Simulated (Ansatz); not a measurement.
# Cl− with HF: structure and interaction energy

The task here is to estimate one member of a computed series from the others.

Computed with Ansatz 0.2.0, Gaussian basis. Level: PBE0-D4 structure, single points in def2-TZVPPD.

Levels: PBE-D4, revPBE-D4, BLYP-D4, r2SCAN-D4, B97M-V, PBE0-D4, B3LYP-D4, HSE06-D4, wB97X-V, wB97M-V, B2PLYP, Hartree-Fock, MP2, CCSD, CCSD(T). The reference is CCSD(T) extrapolated to the basis limit.

Cores are frozen in the correlated methods. B3LYP uses VWN-RPA correlation. B2PLYP carries no dispersion term here.

163 further runs of the same task are left out: 163 set aside as unsound or not needed.

### Starting geometry

The pair, from a GFN2-xTB docking trial: 3 atoms, charge -1, spin multiplicity 1.

Atoms are counted from 1 here; the program's logs count them from 0.

Bond lengths: F2–H3 1.000 Å.

As a file:

```xyz
3
charge -1, multiplicity 1
Cl   -0.1343   -0.0315   -1.5114
F     0.1159    0.0272    1.2534
H     0.0184    0.0043    0.2580
```

Atoms 1 to 1 are fragment A (Cl−), the rest fragment B (HF).

Set-up of the first run:

pre/in.yaml reads:

```yaml
crystal:
  periodic: [false, false, false]
  atoms:
    - {symbol: Cl, position_ang: [-0.134300, -0.031500, -1.511400]}
    - {symbol: F, position_ang: [0.115900, 0.027200, 1.253400]}
    - {symbol: H, position_ang: [0.018400, 0.004300, 0.258000]}
basis:
  gaussian: {orbitals: def2-SVPD}
total_charge: -1
hamiltonian: {xc: pbe, dispersion: d4}
relax: {f_tol: 0.03, max_steps: 250}
```

The run is started by

```sh
$ ansatz run in.yaml --threads 2 --pin off --events-out ev --progress --plain --max-ram 5222MiB
```

Steps of the session up to this table: A first relaxation in a small basis; Relaxation at PBE0-D4; wB97X-V/def2-TZVPPD; wB97M-V/def2-TZVPPD; B2PLYP/def2-TZVPPD; B97M-V/def2-TZVPPD; CCSD(T)/def2-TZVPPD; Hartree-Fock/STO-3G; SPW92/def2-SVP; wB97M-V/def2-SVP; CCSD(T)/def2-SVP; Vibrations of the pair.

One table of the session follows, with a row left open; its other results are not shown here.

| method | interaction (meV) |
| --- | --- |
| PBE-D4 | -1188 |
| revPBE-D4 | -1129 |
| BLYP-D4 | -1120 |
| r2SCAN-D4 | -1192 |
| B97M-V | -1107 |
| PBE0-D4 | -1190 |
| B3LYP-D4 | -1147 |
| HSE06-D4 | -1190 |
| wB97X-V | -1142 |
| wB97M-V | -1120 |
| B2PLYP | -1106 |
| Hartree-Fock | -982 |
| MP2 | -1083 |
| CCSD | ? |
| CCSD(T) | -1066 |
| CCSD(T)/CBS | -1113 |

**Question.** Estimate the row for CCSD.

**Answer.** interaction (meV): -1048. In the column «interaction (meV)» it lies between CCSD(T) (-1066) and Hartree-Fock (-982).

Among the levels timed on like hardware, those that no quicker one beats, quickest first: PBE-D4 (1.1 s, -75 meV); revPBE-D4 (1.3 s, -16 meV); BLYP-D4 (1.5 s, -7 meV); B2PLYP (2.3 s, +7 meV); B97M-V (4 s, +6 meV).

For cost: B97M-V gets within 6 meV in 4 s; the quickest level in the cost chart, PBE-D4, takes 1.1 s and misses by 75 meV.

To keep in mind: A lower arrangement may exist.
